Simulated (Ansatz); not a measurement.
# Ta2Ag: the cost of one run

Computed with Ansatz 0.2.0 (DFT PBE, scalar-relativistic, plane waves, PAW, unless a step's input says otherwise).

### 1 The system as given

Symmetry: P6/mmm, No. 191, hexagonal system. Conventional cell: a = 3.757 Å, b = 3.757 Å, c = 4.057 Å, α = 90.00°, β = 90.00°, γ = 120.00°. Around Ta (site symmetry -6m2) lie 3 Ta at 2.17 Å. Around Ag (site symmetry 6/mmm) lie 12 Ta at 2.97 Å.

Structure file:

```cif
data_structure
_symmetry_space_group_name_H-M 'P6/mmm'
_symmetry_Int_Tables_number 191
_cell_length_a 3.7575
_cell_length_b 3.7575
_cell_length_c 4.0571
_cell_angle_alpha 90.000
_cell_angle_beta 90.000
_cell_angle_gamma 120.000
_cell_volume 49.61
loop_
_atom_site_label
_atom_site_type_symbol
_atom_site_symmetry_multiplicity
_atom_site_Wyckoff_symbol
_atom_site_fract_x
_atom_site_fract_y
_atom_site_fract_z
_atom_site_occupancy
Ta1 Ta 2 d 0.33333 0.66667 0.50000 1
Ag1 Ag 1 a 0.00000 0.00000 0.00000 1
```

This is candidate A: AlB2 type (P6/mmm, No. 191).

(A quick probe on a coarse mesh, which set the mesh and smearing, is not shown.)

### 3 Coarse relaxation (candidate A)

input.yaml reads:

```yaml
crystal:
  lattice:
    - [3.757498057, 0.0, 0.0]
    - [-1.8787490285, 3.254088772, 0.0]
    - [0.0, 0.0, 4.0570992309]
  atoms:
    - { symbol: Ta, position: [0.3333333333, 0.6666666667, 0.5] }
    - { symbol: Ta, position: [0.6666666667, 0.3333333333, 0.5] }
    - { symbol: Ag, position: [0.0, 0.0, 0.0] }
basis:
  ecutwfc: 420
kpoints:
  mp_grid: { grid: [6, 6, 4] }
hamiltonian:
  xc: pbe
scf:
  occupations: { method: gaussian, width: 0.1 }
  lower_state_search: "off"
output:
  forces: true
  stress: true
  eigenvalues: true
relax:
  adjacent_minimum: "off"
  f_tol: 0.04
  max_steps: 70
  cell: { stress_tol: 0.4 }
```

Command:

```
$ ansatz run input.yaml --threads 1 --pin off --max-ram 2560MiB --backend cpu --events-out ev --progress --plain --runs-dir out
```

Q: Estimate wall time and peak memory on 1 thread of Intel Xeon Platinum 8259CL at 2.50GHz (Skylake/Cascade Lake), shared host.

About 45 s, with a peak of 0.41 GiB.
